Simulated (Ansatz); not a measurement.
# SiGeF6: small, medium and large basis sets

One table from this session's results is given with a row withheld; the runs are named, their logs left out.

The runs use Ansatz 0.2.0, Gaussian basis; one geometry, several basis sets.

Levels to be run: PBE0-D4/def2-SVP; ωB97M-V/def2-SVP; PBE0-D4/def2-QZVPP; ωB97M-V/def2-QZVPP; the functionals' def2-TZVPP values are taken from earlier runs.

## Structure used throughout

The geometry comes from an earlier relaxation with PBE0-D4 in a triple-zeta def2 set; it is a stationary point, not always the lowest conformer.

SMILES `F[Si](F)(F)[Ge]([F])([F])[F]`, 8 atoms, charge 0, spin multiplicity 1.

Atoms are counted from 1 here; the program's logs count them from 0.

Bond lengths: F1–Si2 1.568 Å, Si2–F3 1.568 Å, Si2–F4 1.568 Å, Si2–Ge5 2.381 Å, Ge5–F6 1.711 Å, Ge5–F7 1.711 Å, Ge5–F8 1.711 Å. Angles: F1–Si2–F3 109.4°, F1–Si2–F4 109.4°, F1–Si2–Ge5 109.5°, F3–Si2–F4 109.4°, F3–Si2–Ge5 109.5°, F4–Si2–Ge5 109.5°, Si2–Ge5–F6 112.6°, Si2–Ge5–F7 112.6°, Si2–Ge5–F8 112.6°, F6–Ge5–F7 106.2°, F6–Ge5–F8 106.2°, F7–Ge5–F8 106.2°.

Set-up of the first run:

Input file in.yaml:

```yaml
crystal:
  periodic: [false, false, false]
  atoms:
    - {symbol: F, position_ang: [0.726555, -1.659303, 1.426469]}
    - {symbol: Si, position_ang: [0.900728, -0.866614, 0.085320]}
    - {symbol: F, position_ang: [0.796989, -1.858881, -1.123825]}
    - {symbol: F, position_ang: [2.305514, -0.171121, 0.069775]}
    - {symbol: Ge, position_ang: [-0.806172, 0.783330, -0.091582]}
    - {symbol: F, position_ang: [-0.769486, 1.908069, 1.197433]}
    - {symbol: F, position_ang: [-0.684673, 1.701854, -1.530174]}
    - {symbol: F, position_ang: [-2.377354, 0.105566, -0.089116]}
basis:
  gaussian: {orbitals: def2-SVP}
hamiltonian: {xc: pbe0, dispersion: d4}
output: {orbitals: {seedname: orbitals}}
```

On the command line:

```
$ ansatz run in.yaml --threads 4 --pin off --events-out ev --progress --plain --max-ram 11315MiB
```

Among the steps run: PBE0-D4 in def2-SVP; ωB97M-V in def2-SVP; PBE0-D4 in def2-QZVPP; ωB97M-V in def2-QZVPP.

One table of the session follows, with a row left open; its other results are not shown here.

It belongs to the step «Functionals by basis». 

```
functional       basis  HOMO (eV)
   PBE0-D4    def2-SVP     -10.49
   PBE0-D4  def2-TZVPP          ?
   PBE0-D4  def2-QZVPP     -10.67
   ωB97M-V    def2-SVP     -12.62
   ωB97M-V  def2-TZVPP     -12.77
   ωB97M-V  def2-QZVPP     -12.83
```

Estimate the missing values for PBE0-D4, def2-TZVPP.

The run gave: HOMO (eV): -10.62. In the column «HOMO (eV)» it lies between PBE0-D4, def2-QZVPP (-10.67) and PBE0-D4, def2-SVP (-10.49).
